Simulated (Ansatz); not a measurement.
**BH5O2SSi: one species, many methods**

The task here is to estimate one member of a computed series from the others.

The runs use Ansatz 0.2.0, Gaussian basis; functionals in def2-TZVPP, the program's frozen cores in correlated methods.

Levels to be run: LDA (SPW92), PBE-D4, revPBE-D4, BLYP-D4, r2SCAN-D4, B97M-V, PBE0-D4, B3LYP-D4, r2SCANh-D4, r2SCAN0-D4, HSE06-D4, BHLYP-D4, CAM-B3LYP-D4, LC-ωPBE, ωB97X-V, ωB97M-V, B2PLYP, PBE-QIDH; CCSD(T)/def2-SVP; CCSD(T)/def2-TZVPP; MP2/def2-QZVPP; extrapolation to the limit; RPA on PBE.

### The geometry

An earlier PBE0-D4 in a triple-zeta def2 set relaxation fixed the geometry.

10 atoms, charge 0, spin multiplicity 1.

Atoms are counted from 1 here; the program's logs count them from 0.

Bond lengths: O1–B2 1.358 Å, O1–H6 0.959 Å, B2–S3 1.836 Å, B2–O4 1.352 Å, S3–H7 1.342 Å, O4–Si5 1.638 Å, Si5–H8 1.482 Å, Si5–H9 1.482 Å, Si5–H10 1.489 Å. Angles: B2–O1–H6 114.5°, O1–B2–S3 118.9°, O1–B2–O4 117.2°, S3–B2–O4 123.9°, B2–S3–H7 96.9°, B2–O4–Si5 142.6°, O4–Si5–H8 108.6°, O4–Si5–H9 108.6°, O4–Si5–H10 110.7°, H8–Si5–H9 110.3°, H8–Si5–H10 109.3°, H9–Si5–H10 109.3°.

Set-up of the first run:

Input file in.yaml:

```yaml
crystal:
  periodic: [false, false, false]
  atoms:
    - {symbol: O, position_ang: [-1.475763, 0.045995, -1.952745]}
    - {symbol: B, position_ang: [-0.421918, -0.027041, -1.098998]}
    - {symbol: S, position_ang: [1.262488, -0.277380, -1.786274]}
    - {symbol: O, position_ang: [-0.687680, 0.092338, 0.221341]}
    - {symbol: Si, position_ang: [0.025453, 0.105824, 1.695984]}
    - {symbol: H, position_ang: [-1.244416, -0.042903, -2.879013]}
    - {symbol: H, position_ang: [1.915935, -0.279588, -0.614478]}
    - {symbol: H, position_ang: [-0.252445, 1.408835, 2.344020]}
    - {symbol: H, position_ang: [-0.536781, -1.001525, 2.503847]}
    - {symbol: H, position_ang: [1.498226, -0.075857, 1.569316]}
basis:
  gaussian: {orbitals: def2-TZVPP}
hamiltonian: {xc: lda}
output: {orbitals: {seedname: orbitals}}
```

Command:

```bash
$ ansatz run in.yaml --threads 4 --pin off --events-out ev --progress --plain --max-ram 10444MiB
```

Steps of the session up to this table: LDA; PBE-D4 (GGA); revPBE-D4 (GGA); BLYP-D4 (GGA); r2SCAN-D4 (meta-GGA); B97M-V (meta-GGA); PBE0-D4 (hybrid); B3LYP-D4 (hybrid); r2SCANh-D4 (hybrid); r2SCAN0-D4 (hybrid); HSE06-D4 (hybrid); BHLYP-D4 (hybrid); CAM-B3LYP-D4 (range-separated); LC-ωPBE (range-separated); ωB97X-V (range-separated); ωB97M-V (range-separated); B2PLYP (double hybrid); PBE-QIDH (double hybrid).

One table of the session follows, with a row left open; its other results are not shown here.

It belongs to the step «Frontier levels by functional». 

| functional | HOMO (eV) | gap (eV) |
| --- | --- | --- |
| LDA (SPW92) | -6.59 | 5.32 |
| PBE-D4 | -6.45 | 5.44 |
| revPBE-D4 | -6.40 | 5.51 |
| BLYP-D4 | ? | ? |
| r2SCAN-D4 | -6.77 | 6.19 |
| B97M-V | -6.86 | 6.02 |
| PBE0-D4 | -7.73 | 7.59 |
| B3LYP-D4 | -7.47 | 7.08 |
| r2SCANh-D4 | -7.24 | 6.94 |
| r2SCAN0-D4 | -7.94 | 8.06 |
| HSE06-D4 | -7.32 | 6.81 |
| BHLYP-D4 | -8.85 | 9.53 |
| CAM-B3LYP-D4 | -9.07 | 9.87 |
| LC-ωPBE | -10.50 | 12.53 |
| ωB97X-V | -10.12 | 11.98 |
| ωB97M-V | -9.95 | 11.46 |

**Question.** Estimate the row for BLYP-D4.

Worked estimate for «HOMO (eV)». Against the share of exact exchange, B3LYP-D4 (0.2, -7.47), BHLYP-D4 (0.5, -8.85) give a slope of -4.60 per unit share; at 0 the line stands at -6.55.

**Answer.** HOMO (eV): -6.29; gap (eV): 5.37. In «HOMO (eV)» the line misses by -0.26.
